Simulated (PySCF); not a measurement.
# C2H11FN2Si2: electronic excitations

Wanted: the electronic excitations of C2H11FN2Si2 (`NCCN[SiH2][SiH2]F`), by calculation.

Programs: PySCF 2.14.0, with density-fitted response routines of our own. Each step states its level of theory. These are calculated values for one molecule in the gas phase, unless marked as measured. Atoms count from 0, in the outputs and in this text.

**1. Starting geometry**

18 atoms, charge 0, multiplicity 1; geometry from: GFN2-xTB.

Bonds of the start (Å): N0–C1 1.45, C1–C2 1.54, C2–N3 1.44, N3–Si4 1.72, Si4–Si5 2.29, Si5–F6 1.62, N0–H7 1.02, N0–H8 1.02, C1–H9 1.09, C1–H10 1.09, C2–H11 1.09, C2–H12 1.10, N3–H13 1.01, Si4–H14 1.47, Si4–H15 1.48, Si5–H16 1.46, Si5–H17 1.46.

**2. Excited states and response: CAM-B3LYP/def2-SVPD**

What the job is given:

```
{"job": {"kind": "uv", "xc": "CAM-B3LYP", "basis": "def2-SVPD", "nstates": 8, "ntriplets": 3}, "charge": 0, "multiplicity": 1}
N     -2.271482     0.768836    -1.338303
C     -2.358571     0.258682     0.015848
C     -1.239555    -0.732104     0.382954
N      0.051717    -0.109669     0.232680
Si     1.427671    -0.882225    -0.442159
Si     2.955413     0.796276    -0.756959
F      4.333528     0.062529    -1.172281
H     -2.367064     0.005289    -2.000743
H     -1.351100     1.175244    -1.481071
H     -3.329943    -0.226095     0.140668
H     -2.313465     1.117025     0.693697
H     -1.273206    -1.589604    -0.292127
H     -1.395180    -1.101022     1.406024
H      0.162941     0.666901     0.866692
H      0.935990    -1.493744    -1.690082
H      1.922882    -2.020715     0.363898
H      2.743202     1.717371    -1.872202
H      3.357463     1.593343     0.402292
```

With the program's defaults for keys left out, this is: TDDFT CAM-B3LYP/def2-SVPD, vertical, gas phase, core orbitals frozen in the response.

The run is started by

```bash
> OMP_NUM_THREADS=1 python probes_run.py task.json out
```

This one command runs all jobs of the session in turn.

Predict these results of the whole session: lowest singlet (CAM-B3LYP/def2-SVPD); brightest single state of those computed; lowest triplet.

The runs gave:

| quantity | value |
| --- | --- |
| lowest singlet (CAM-B3LYP/def2-SVPD) | 5.25 eV (236 nm), f = 0.001 |
| brightest single state of those computed | state 4, 6.53 eV, f = 0.054 |
| lowest triplet | 4.99 eV |

What this shows: The lowest singlet, at 5.25 eV, is HOMO→LUMO 0.57, HOMO−1→LUMO 0.37 and is dark; of the 8 states computed, the strongest absorption comes from states 7 to 8 together at 7.03 eV (the last computed, so partners may be missing). The lowest triplet lies 0.26 eV below the lowest singlet (triplets in Tamm-Dancoff, singlets in full TDDFT).
